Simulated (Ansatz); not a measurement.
# C₈H₁₈F₂Ge: how energies converge with the basis set

How large a basis does C₈H₁₈F₂Ge need? Two functionals are run in growing sets.

The runs use Ansatz 0.2.0, Gaussian basis; one geometry, several basis sets.

The runs, in order: PBE0-D4/def2-SVP; ωB97M-V/def2-SVP; PBE0-D4/def2-QZVPP; ωB97M-V/def2-QZVPP; the functionals' def2-TZVPP values are taken from earlier runs.

### Step 1. Structure used throughout

All runs share one geometry, relaxed beforehand with PBE0-D4 in a triple-zeta def2 set.

SMILES `CC(C)[CH2][Ge]([F])([F])[CH2]C(C)C`, 29 atoms, charge 0, spin multiplicity 1.

Atoms are counted from 1 here; the program's logs count them from 0.

Bond lengths: C1–C2 1.523 Å, C1–H12 1.093 Å, C1–H13 1.093 Å, C1–H14 1.095 Å, C2–C3 1.522 Å, C2–C4 1.530 Å, C2–H15 1.096 Å, C3–H16 1.092 Å, C3–H17 1.092 Å, C3–H18 1.095 Å, C4–Ge5 1.941 Å, C4–H19 1.096 Å, C4–H20 1.096 Å, Ge5–F6 1.742 Å, Ge5–F7 1.741 Å, Ge5–C8 1.939 Å, C8–C9 1.529 Å, C8–H21 1.095 Å and more. Angles: C2–C1–H12 111.5°, C2–C1–H13 111.0°, C2–C1–H14 110.7°, H12–C1–H13 107.9°, H12–C1–H14 107.8°, H13–C1–H14 107.7°, C1–C2–C3 110.8°, C1–C2–C4 110.0°, C1–C2–H15 108.1°, C3–C2–C4 111.8°, C3–C2–H15 108.0°, C4–C2–H15 107.9°, C2–C3–H16 110.6°, C2–C3–H17 112.2°, C2–C3–H18 110.7°, H16–C3–H17 107.8°, H16–C3–H18 107.8°, H17–C3–H18 107.6° and more.

### Step 2. PBE0-D4 in def2-SVP

The input, in.yaml:

```yaml
crystal:
  periodic: [false, false, false]
  atoms:
    - {symbol: C, position_ang: [-2.904967, -1.827569, 1.608246]}
    - {symbol: C, position_ang: [-1.610923, -1.085197, 1.912857]}
    - {symbol: C, position_ang: [-1.867527, 0.090249, 2.844600]}
    - {symbol: C, position_ang: [-0.942412, -0.641374, 0.610262]}
    - {symbol: Ge, position_ang: [0.828022, 0.126641, 0.815394]}
    - {symbol: F, position_ang: [0.678935, 1.754262, 1.419060]}
    - {symbol: F, position_ang: [1.612644, -0.698427, 2.132669]}
    - {symbol: C, position_ang: [2.062027, 0.134431, -0.680281]}
    - {symbol: C, position_ang: [1.429235, 0.487533, -2.026779]}
    - {symbol: C, position_ang: [0.843152, 1.892571, -2.021832]}
    - {symbol: C, position_ang: [2.448834, 0.332948, -3.146954]}
    - {symbol: H, position_ang: [-2.728574, -2.694758, 0.966612]}
    - {symbol: H, position_ang: [-3.379939, -2.180228, 2.527275]}
    - {symbol: H, position_ang: [-3.616257, -1.171346, 1.096544]}
    - {symbol: H, position_ang: [-0.931359, -1.778526, 2.421542]}
    - {symbol: H, position_ang: [-2.351118, -0.246136, 3.764622]}
    - {symbol: H, position_ang: [-0.945441, 0.605928, 3.120500]}
    - {symbol: H, position_ang: [-2.526767, 0.823557, 2.369305]}
    - {symbol: H, position_ang: [-0.836828, -1.490151, -0.074299]}
    - {symbol: H, position_ang: [-1.562597, 0.100166, 0.093693]}
    - {symbol: H, position_ang: [2.515986, -0.861078, -0.711606]}
    - {symbol: H, position_ang: [2.861749, 0.840160, -0.432553]}
    - {symbol: H, position_ang: [0.612724, -0.221041, -2.220210]}
    - {symbol: H, position_ang: [0.076480, 2.022866, -1.252993]}
    - {symbol: H, position_ang: [0.389933, 2.129752, -2.987071]}
    - {symbol: H, position_ang: [1.623341, 2.633963, -1.825625]}
    - {symbol: H, position_ang: [3.286387, 1.021949, -3.000933]}
    - {symbol: H, position_ang: [2.002202, 0.552200, -4.120168]}
    - {symbol: H, position_ang: [2.853357, -0.681546, -3.181375]}
basis:
  gaussian: {orbitals: def2-SVP}
hamiltonian: {xc: pbe0, dispersion: d4}
output: {orbitals: {seedname: orbitals}}
```

Run with:

```
$ ansatz run in.yaml --threads 11 --pin off --events-out ev --progress --plain --max-ram 174080MiB --backend cpu
```

Further steps of the session: ωB97M-V in def2-SVP; PBE0-D4 in def2-QZVPP; ωB97M-V in def2-QZVPP.

Q: Predict the results of all the runs planned. Wanted: PBE0-D4: double and triple zeta above quadruple; ωB97M-V: double and triple zeta above quadruple.

**Answer**, as computed:

| quantity | value |
| --- | --- |
| PBE0-D4: double and triple zeta above quadruple | 25.21, 2.01 eV |
| ωB97M-V: double and triple zeta above quadruple | 25.87, 1.95 eV |

For PBE0-D4 the step from double to triple zeta gains 23.19 eV and the next only 2.01 eV. These are total energies; as a rule much of such shifts cancels in differences, which this series doesn't test. The LUMO of ωB97M-V is positive and keeps falling with the basis (2.65 to 1.42 eV): an unbound level that the basis holds in place.
